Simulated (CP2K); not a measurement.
# GaSiH4OF (SMILES [F][GaH][O][SiH3]) at B3LYP/6-31G(d) (spherical functions)

What is the energy change on altering one bond length of GaSiH4OF at B3LYP/6-31G* (spherical functions)? 

Program for the calculation: CP2K 2026.2.

1 further run of the same task is left out (it didn't finish).

### Step 1. Starting point

The species is GaSiH4OF (8 atoms), meant as a singlet with charge 0. As SMILES, `[F][GaH][O][SiH3]`. Geometry: relaxed at PBE0-D4/def2-TZVP. This is one conformer, not always the lowest.

Bond lengths: F1–Ga2 1.751 Å, Ga2–O3 1.763 Å, O3–Si4 1.639 Å, Ga2–H5 1.537 Å, Si4–H6 1.485 Å, Si4–H7 1.487 Å, Si4–H8 1.487 Å. Angles: F1–Ga2–O3 113.0°, Ga2–O3–Si4 138.2°, F1–Ga2–H5 121.9°, O3–Ga2–H5 125.1°, O3–Si4–H6 108.0°, O3–Si4–H7 111.0°, O3–Si4–H8 111.0°, H6–Si4–H7 109.1°, H6–Si4–H8 109.1°, H7–Si4–H8 108.7°.

### Step 2. The energy at B3LYP/6-31G(d) (spherical functions)

job.inp reads:

```
&GLOBAL
   PROJECT job
   RUN_TYPE ENERGY
   PRINT_LEVEL MEDIUM
&END GLOBAL
&FORCE_EVAL
   METHOD QS
   &DFT
      BASIS_SET_FILE_NAME ./6_31gs.basis
      POTENTIAL_FILE_NAME POTENTIAL
      &QS
         METHOD GAPW
         EPS_DEFAULT 1.0E-10
      &END QS
      &MGRID
         CUTOFF 280
         REL_CUTOFF 50
         NGRIDS 4
      &END MGRID
      &POISSON
         PERIODIC NONE
         POISSON_SOLVER MULTIPOLE
      &END POISSON
      &SCF
         SCF_GUESS ATOMIC
         EPS_SCF 1.0E-07
         MAX_SCF 100
         ADDED_MOS 5
         &DIAGONALIZATION
            ALGORITHM STANDARD
         &END DIAGONALIZATION
         &MIXING
            METHOD DIRECT_P_MIXING
            ALPHA 0.4
         &END MIXING
      &END SCF
      &XC
         &XC_FUNCTIONAL
            &HYB_GGA_XC_B3LYP
            &END HYB_GGA_XC_B3LYP
         &END XC_FUNCTIONAL
         &HF
            FRACTION 0.2
            &SCREENING
               EPS_SCHWARZ 1.0E-10
            &END SCREENING
            &MEMORY
               MAX_MEMORY 1050
            &END MEMORY
         &END HF
      &END XC
      &PRINT
         &MOMENTS
            PERIODIC F
            REFERENCE COM
            MAX_MOMENT 1
         &END MOMENTS
         &MO ON
            ENERGIES T
            OCCUPATION_NUMBERS T
            NDIGITS 6
            &EACH
               QS_SCF 0
            &END EACH
            ADD_LAST NUMERIC
         &END MO
         &LOWDIN ON
         &END LOWDIN
         &HIRSHFELD OFF
         &END HIRSHFELD
      &END PRINT
   &END DFT
   &SUBSYS
      &CELL
         ABC 11.6 10.9 10.4
         PERIODIC NONE
      &END CELL
      &COORD
         F      0.857100     1.472000     1.846200
         Ga     1.323900     1.220200     0.177500
         O      0.322200     0.024800    -0.644000
         Si    -0.952800    -0.945800    -0.299100
         H      2.493100     1.984200    -0.463100
         H     -1.287500    -1.717200    -1.523200
         H     -0.618600    -1.894300     0.796900
         H     -2.137300    -0.143800     0.108800
      &END COORD
      &TOPOLOGY
         &CENTER_COORDINATES
         &END CENTER_COORDINATES
      &END TOPOLOGY
      &KIND F
         BASIS_SET 6-31Gs
         POTENTIAL ALL
         LEBEDEV_GRID 194
         RADIAL_GRID 100
      &END KIND
      &KIND Ga
         BASIS_SET 6-31Gs
         POTENTIAL ALL
         LEBEDEV_GRID 194
         RADIAL_GRID 100
      &END KIND
      &KIND O
         BASIS_SET 6-31Gs
         POTENTIAL ALL
         LEBEDEV_GRID 194
         RADIAL_GRID 100
      &END KIND
      &KIND Si
         BASIS_SET 6-31Gs
         POTENTIAL ALL
         LEBEDEV_GRID 194
         RADIAL_GRID 100
      &END KIND
      &KIND H
         BASIS_SET 6-31Gs
         POTENTIAL ALL
         LEBEDEV_GRID 194
         RADIAL_GRID 100
      &END KIND
   &END SUBSYS
&END FORCE_EVAL
```

Run with:

```
$ OMP_NUM_THREADS=1 cp2k.psmp -i job.inp -o job.out
```

What it wrote:

```text
CP2K| version string:                                       CP2K version 2026.2
[...]
 GLOBAL| Method name                                                        CP2K
[...]
 GLOBAL| Run type                                                         ENERGY
[...]
 DFT| Spin restricted Kohn-Sham (RKS) calculation                            RKS
 DFT| Multiplicity                                                             1
[...]
 DFT| Charge                                                                   0
[...]
 FUNCTIONAL| HYB_GGA_XC_B3LYP:
[...]
 QS| Method:                                                                GAPW
[...]
 QS| Density cutoff [a.u.]:                                                140.0
[...]
 QS| Relative density cutoff [a.u.]:                                        25.0
[...]
                             - Atoms:                                          8
[...]
                             - Spherical basis functions:                     86
[...]
 Number of electrons:                                                         66
[...]
     1 P_Mix/Diag. 0.40E+00   32.0     1.10179604     -2391.8892560911 -2.39E+03
[...]
    15 DIIS/Diag.  0.24E-06    7.3     0.00000005     -2391.6756103487 -3.18E-12
  *** SCF run converged in    15 steps ***
[...]
  Overlap energy of the core charge distribution:               0.00000071568307
  Self energy of the core charge distribution:               -862.02702706368200
  Core Hamiltonian energy:                                  -1657.70353029383386
  Hartree energy:                                             188.72639748609251
  Exchange-correlation energy:                                -21.64735614095071
  Hartree-Fock Exchange energy:                               -22.71967817874110
[...]
                     Mulliken Population Analysis
 #  Atom  Element  Kind  Atomic population                           Net charge
       1     F        1          9.427850                             -0.427850
       2     Ga       2         30.348290                              0.651710
       3     O        3          8.651000                             -0.651000
       4     Si       4         13.386984                              0.613016
       5     H        5          0.895348                              0.104652
       6     H        5          1.090339                             -0.090339
       7     H        5          1.099579                             -0.099579
       8     H        5          1.100611                             -0.100611
 # Total charge                             66.000000                 -0.000000
[...]
  Dipole moment [Debye]
    X=  0.9941027E+00 Y=  0.4379182E+00 Z= -0.1099818E+01  Total=      1.5458368
 ENERGY| Total FORCE_EVAL ( QS ) energy [hartree]          -2391.675610348735518
[...]
```

Wall time 2.3 min (1 thread of AMD EPYC (Zen 3), shared host); peak memory 0.81 GiB.

### Step 3. The distorted shape, same level

gas.inp reads:

```
&GLOBAL
   PROJECT_NAME gas
   RUN_TYPE ENERGY
   PRINT_LEVEL MEDIUM
&END

&FORCE_EVAL
   METHOD QUICKSTEP
   &DFT
      BASIS_SET_FILE_NAME ./6_31gs.basis
      POTENTIAL_FILE_NAME POTENTIAL
      ! Quickstep
      &QS
         METHOD GAPW
         EPS_DEFAULT 1.0E-10
      &END
      &MGRID
         CUTOFF 280
         REL_CUTOFF 50
         NGRIDS 4
      &END
      ! cluster boundary conditions
      &POISSON
         PERIODIC NONE
         POISSON_SOLVER MULTIPOLE
      &END
      &SCF
         SCF_GUESS ATOMIC
         EPS_SCF 1.0E-07
         MAX_SCF 100
         ADDED_MOS 3
         &DIAGONALIZATION
            ALGORITHM STANDARD
         &END
         &MIXING
            METHOD DIRECT_P_MIXING
            ALPHA 0.4
         &END
      &END
      ! exchange and correlation
      &XC
         &XC_FUNCTIONAL
            &HYB_GGA_XC_B3LYP
            &END
         &END
         &HF
            FRACTION 0.2
            &SCREENING
               EPS_SCHWARZ 1.0E-10
            &END
            &MEMORY
               MAX_MEMORY 1050
            &END
         &END
      &END
      ! extra output
      &PRINT
         &MOMENTS
            PERIODIC F
            REFERENCE COM
            MAX_MOMENT 1
         &END
         &MO ON
            ENERGIES T
            OCCUPATION_NUMBERS T
            NDIGITS 6
            &EACH
               QS_SCF 0
            &END
            ADD_LAST NUMERIC
         &END
         &LOWDIN ON
         &END
         &HIRSHFELD OFF
         &END
      &END
   &END
   ! structure
   &SUBSYS
      ! vacuum box
      &CELL
         ABC 11.8 11 10.3
         PERIODIC NONE
      &END
      &COORD
         F      1.048378     1.617611     1.794457
         Ga     1.515178     1.365811     0.125757
         O      0.513478     0.170411    -0.695743
         Si    -0.952800    -0.945800    -0.299100
         H      2.684378     2.129811    -0.514843
         H     -1.287500    -1.717200    -1.523200
         H     -0.618600    -1.894300     0.796900
         H     -2.137300    -0.143800     0.108800
      &END
      &TOPOLOGY
         &CENTER_COORDINATES
         &END
      &END
      &KIND F
         BASIS_SET 6-31Gs
         POTENTIAL ALL
         LEBEDEV_GRID 194
         RADIAL_GRID 100
      &END
      &KIND Ga
         BASIS_SET 6-31Gs
         POTENTIAL ALL
         LEBEDEV_GRID 194
         RADIAL_GRID 100
      &END
      &KIND O
         BASIS_SET 6-31Gs
         POTENTIAL ALL
         LEBEDEV_GRID 194
         RADIAL_GRID 100
      &END
      &KIND Si
         BASIS_SET 6-31Gs
         POTENTIAL ALL
         LEBEDEV_GRID 194
         RADIAL_GRID 100
      &END
      &KIND H
         BASIS_SET 6-31Gs
         POTENTIAL ALL
         LEBEDEV_GRID 194
         RADIAL_GRID 100
      &END
   &END
&END
```

Run with:

```
$ OMP_NUM_THREADS=1 cp2k.psmp -i gas.inp > gas.out 2>&1
```

What it wrote, shortened:

```text
CP2K| version string:                                       CP2K version 2026.2
[...]
 GLOBAL| Method name                                                        CP2K
[...]
 GLOBAL| Run type                                                         ENERGY
[...]
 DFT| Spin restricted Kohn-Sham (RKS) calculation                            RKS
 DFT| Multiplicity                                                             1
[...]
 DFT| Charge                                                                   0
[...]
 FUNCTIONAL| HYB_GGA_XC_B3LYP:
[...]
 QS| Method:                                                                GAPW
[...]
 QS| Density cutoff [a.u.]:                                                140.0
[...]
 QS| Relative density cutoff [a.u.]:                                        25.0
[...]
                             - Atoms:                                          8
[...]
                             - Spherical basis functions:                     86
[...]
 Number of electrons:                                                         66
[...]
     1 P_Mix/Diag. 0.40E+00   34.2     1.09236088     -2391.6959385605 -2.39E+03
[...]
    16 DIIS/Diag.  0.64E-07    7.5     0.00000001     -2391.6562883690 -1.82E-12
  *** SCF run converged in    16 steps ***
[...]
  Overlap energy of the core charge distribution:               0.00000068491966
  Self energy of the core charge distribution:               -862.02702706368200
  Core Hamiltonian energy:                                  -1657.97467108086676
  Hartree energy:                                             188.98629518325038
  Exchange-correlation energy:                                -21.58698993412974
  Hartree-Fock Exchange energy:                               -22.69985998884101
[...]
                     Mulliken Population Analysis
 #  Atom  Element  Kind  Atomic population                           Net charge
       1     F        1          9.436140                             -0.436140
       2     Ga       2         30.359555                              0.640445
       3     O        3          8.705930                             -0.705930
       4     Si       4         13.373513                              0.626487
[...]
  Dipole moment [Debye]
    X= -0.8607039E-01 Y= -0.4790603E+00 Z= -0.1043644E+01  Total=      1.1515638
 ENERGY| Total FORCE_EVAL ( QS ) energy [hartree]          -2391.656288369042159
[...]
```

Run time: 2.5 min. Hardware: 1 thread of AMD EPYC (Zen 3), shared host; peak memory 0.81 GiB.

### Step 4. Results

At B3LYP/6-31G* (spherical functions):

| quantity | value |
| --- | --- |
| first shape: total energy | -2391.67561 Eh |
| first shape: dipole moment | 1.55 D |
| first shape: HOMO energy | -8.44 eV |
| first shape: LUMO energy | -1.34 eV |
| first shape: HOMO–LUMO gap | 7.10 eV |
| distorted shape: total energy | -2391.65629 Eh |
| distorted shape: dipole moment | 1.15 D |
| distorted shape: HOMO energy | -8.27 eV |
| distorted shape: LUMO energy | -0.99 eV |
| distorted shape: HOMO–LUMO gap | 7.28 eV |
| energy change with the O3–Si4 bond stretched from 1.639 to 1.885 Å | 0.526 eV |

With the O3–Si4 bond stretched from 1.639 to 1.885 Å the energy rises by 0.53 eV (12.1 kcal/mol). The first shape isn't relaxed at this level, so the change isn't measured from a minimum.
